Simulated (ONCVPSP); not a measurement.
# Pseudopotential generation for silver: ONCV, PBEsol

Aim: build the potential from the settings below, then test how well it stands in for the atom: other configurations, scattering, ghost states and the plane-wave cutoff that it needs.

Method: ONCVPSP 4.0.1, PBEsol, scalar-relativistic.

## (1) Settings

The settings as typed:

* element: silver (Ag, Z = 47)
* type: optimised norm-conserving Vanderbilt (ONCV)
* frozen core: [Ar] 3d10
* valence charge: 19
* reference configuration: 4s2 4p6 4d10 5s0.5 5p0.5
* partial waves: 4s+5s: rc 1.70 bohr, ncon 5, nbas 8, qcut 8.3 1/bohr, 2 projectors; 4p+5p: rc 1.35 bohr, ncon 5, nbas 9, qcut 12.7 1/bohr, 2 projectors; 4d: rc 1.80 bohr, ncon 4, nbas 9, qcut 10.6 1/bohr, 2 projectors, debl 1.2 Ha
* local potential: polynomial inside 0.90 bohr (lpopt 5, dvloc0 2 Ha)
* core correction: polynomial model core, fcfact 0.65

## (2) The generation run

Contents of Ag.dat:

```
# ATOM AND REFERENCE CONFIGURATION
# atsym  z   nc   nv     iexc    psfile
  Ag 47.00    6    5  -116133      upf
#
#   n    l    f
    1    0    2.00
    2    0    2.00
    2    1    6.00
    3    0    2.00
    3    1    6.00
    3    2   10.00
    4    0    2.00
    4    1    6.00
    4    2   10.00
    5    0    0.50
    5    1    0.50
#
# PSEUDOPOTENTIAL AND OPTIMIZATION
# lmax
    2
#
#   l,   rc,      ep,       ncon, nbas, qcut
    0    1.70    0.00    5    8    8.30
    1    1.35    0.00    5    9   12.70
    2    1.80    0.00    4    9   10.60
#
# LOCAL POTENTIAL
# lloc, lpopt,  rc(5),   dvloc0
    4    5    0.90    2.00
#
# VANDERBILT-KLEINMAN-BYLANDER PROJECTORs
# l, nproj, debl
    0    2    1.50
    1    2    2.90
    2    2    1.20
#
# MODEL CORE CHARGE
# icmod, fcfact, rcfact
    1    0.65    0.00
#
# LOG DERIVATIVE ANALYSIS
# epsh1, epsh2, depsh
   -5.00    5.00    0.04
#
# OUTPUT GRID
# rlmax, drl
    6.00    0.01
#
# TEST CONFIGURATIONS
# ncnf
    4
# nvcnf
#   n    l    f
    5
    4    0    2.00
    4    1    6.00
    4    2   10.00
    5    0    1.00
    5    1    0.00
#
    5
    4    0    2.00
    4    1    6.00
    4    2   10.00
    5    0    0.00
    5    1    0.00
#
    5
    4    0    2.00
    4    1    6.00
    4    2    9.00
    5    0    0.00
    5    1    0.00
#
    5
    4    0    2.00
    4    1    6.00
    4    2    7.00
    5    0    0.00
    5    1    0.00
#
```

Command:

```bash
oncvpsp.x < Ag.dat > Ag.out
```

What does the calculation give? Wanted: cutoffs for 1 and 0.1 mHa per electron, occupied waves; bound ghosts; GHOST(+) flags; largest test error; largest phase difference near zero energy, channels read; rms error of d²Exc/dn², without and with the model core.

The runs gave:

```
                                                quantity                                                  value
  cutoffs for 1 and 0.1 mHa per electron, occupied waves                                        53 Ha and 62 Ha
                                            bound ghosts                                             none found
                                          GHOST(+) flags                                            s at 151 eV
                            largest test error (AE − PS)  -1.1 meV, for 4s2 4p6 4d10 5s0 5p0 (2 tests unsolved)
largest phase difference near zero energy, channels read                                              0.000 rad
 rms error of d²Exc/dn², without and with the model core                                      2.80 and 1.04 mHa
```

In words: By total energies transferability is very good where solved: the largest error is 1.1 meV on 5.8 eV, for 4s2 4p6 4d10 5s0 5p0. Of the tests 2 gave no usable energy difference, which is a warning in itself. The potential is hard: the looser tolerance needs 53 Ha. At the looser tolerance the 4p wave is the slowest; 5p needs 33 Ha. It is free of bound ghosts as far as tested. Near zero energy the phases of the channels with partial waves agree within 0.001 rad. The program also flags highly localised states, GHOST(+) (s). All of this concerns the isolated atom, not yet a solid.
